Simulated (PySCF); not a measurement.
# C2H5GaS2: the cost of one run

Computed with PySCF 2.14.0, with density-fitted response routines of our own, on a single molecule in the gas phase. Atoms are numbered from 0 throughout.

**1. The starting structure**

10 atoms, charge 0, multiplicity 1; geometry from: GFN2-xTB. The atoms were then displaced at random by about 0.01 Å, so the start is not that level's minimum.

Bonds of the start (Å): C0–C1 1.54, C1–S2 1.84, S2–Ga3 2.28, Ga3–S4 2.27, S4–C0 1.82, C0–H5 1.09, C0–H6 1.09, C1–H7 1.08, C1–H8 1.12, Ga3–H9 1.54.

**2. Geometry optimisation at PBE0-D3(BJ)/def2-SVP**

Job settings and geometry (Å):

```
{"job": {"xc": "PBE0", "basis": "def2-SVP", "d3": "d3bj", "grid": 1, "shake": 0.01, "kind": "geom"}, "charge": 0, "multiplicity": 1}
C     -0.743740    -0.851990    -0.168930
C     -0.896210     0.682560    -0.243570
S      0.477920     1.507940    -1.151640
Ga     2.024450     0.170420    -0.145680
S      0.696640    -1.415380     0.783970
H     -0.710670    -1.253400    -1.176750
H     -1.621490    -1.239390     0.344300
H     -1.774260     0.953220    -0.804490
H     -0.955760     1.124050     0.779080
H      3.553550     0.301040    -0.090170
```

Run with:

```bash
$ OMP_NUM_THREADS=1 python probes_run.py task.json out
```

One launch serves the whole session: the jobs run in the order shown.

Q: Estimate the wall time and peak memory of this first job on 1 thread of Arm Neoverse N1, shared host.

About 69 s, with a peak of 0.52 GiB.
